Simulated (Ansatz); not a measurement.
**Cd: squeezing one contact**

The task here is to estimate one member of a computed series from the others.

Method: DFT LDA, with the methods named in each step, in Ansatz 0.2.0.

1 further run of the same task is left out (it didn't finish). Runs told in other sessions of the task aren't counted.

## Starting point

The structure is cubic, space group Fd-3m (No. 227). The conventional cell has a = 6.136 Å, b = 6.136 Å, c = 6.136 Å, α = 90.00°, β = 90.00°, γ = 90.00°. Cd (site symmetry -43m) is surrounded by 4 Cd at 2.66 Å.

As a file:

```xyz
2
Lattice="0.0000 3.0682 3.0682 3.0682 0.0000 3.0682 3.0682 3.0682 0.0000" Properties=species:S:1:pos:R:3 pbc="T T T"
Cd   -0.7670   -0.7670   -0.7670
Cd    0.7670    0.7670    0.7670
```

Atoms are numbered in the order of the input: Cd1, Cd2.

The first run:

File input.yaml:

```yaml
crystal:
  lattice:
    - [0.0, 3.0681618156, 3.0681618156]
    - [3.0681618156, 0.0, 3.0681618156]
    - [3.0681618156, 3.0681618156, 0.0]
  atoms:
    - { symbol: Cd, position: [-0.125, -0.125, -0.125] }
    - { symbol: Cd, position: [0.125, 0.125, 0.125] }
kpoints:
  mp_grid: { grid: [9, 9, 9] }
scf:
  occupations: { method: fermi_dirac, width: 0.05 }
hamiltonian:
  xc: lda
  pseudopotentials: { kind: all_electron, lapw: { basis_error: 0.001 } }
output:
  forces: true
  stress: true
  eigenvalues: true
  populations: true
```

The run is started by

```console
ansatz run input.yaml --threads 1 --pin off --max-ram 2048MiB --backend cpu --events-out ev --progress --plain --runs-dir out
```

Among the steps run: The bond as given, LAPW; Shortest bond scaled by 1, norm-conserving; Shortest bond scaled by 1.1, LAPW; Shortest bond scaled by 0.88, LAPW; Shortest bond scaled by 0.7, LAPW; Shortest bond scaled by 0.64, LAPW; Shortest bond scaled by 0.64, norm-conserving.

One table of the session follows, with a row left open; its other results are not shown here.

```
             method  length (Å)  F from the given length (eV/cell)  force along the bond (eV/Å)  pressure (GPa)  largest force (eV/Å)
               LAPW       1.701                             12.738                       56.311           83.20                56.311
               LAPW       1.860                              6.205                       28.728           44.91                28.728
               LAPW       2.338                              0.410                        3.226            6.35                 3.226
               LAPW       2.657                              0.000                        0.000            3.13                 0.000
               LAPW       2.923                              0.118                       -0.704            4.19                 0.704
                PAW       1.701                             12.668                       55.743           82.32                55.743
                PAW       1.860                              6.193                       28.588           44.67                28.588
                PAW       2.338                                  ?                            ?               ?                     ?
                PAW       2.657                              0.000                        0.000            3.11                 0.000
                PAW       2.923                              0.118                       -0.702            4.17                 0.702
PAW (cutoff 600 eV)       1.701                                  –                       55.685           82.23                55.685
    norm-conserving       1.701                             12.903                       57.317           84.87                57.317
    norm-conserving       2.657                              0.000                        0.000            3.26                 0.000
```

**Question.** Estimate the row for PAW, 2.338.

As computed: F from the given length (eV/cell): 0.409; force along the bond (eV/Å): 3.222; pressure (GPa): 6.33; largest force (eV/Å): 3.222.
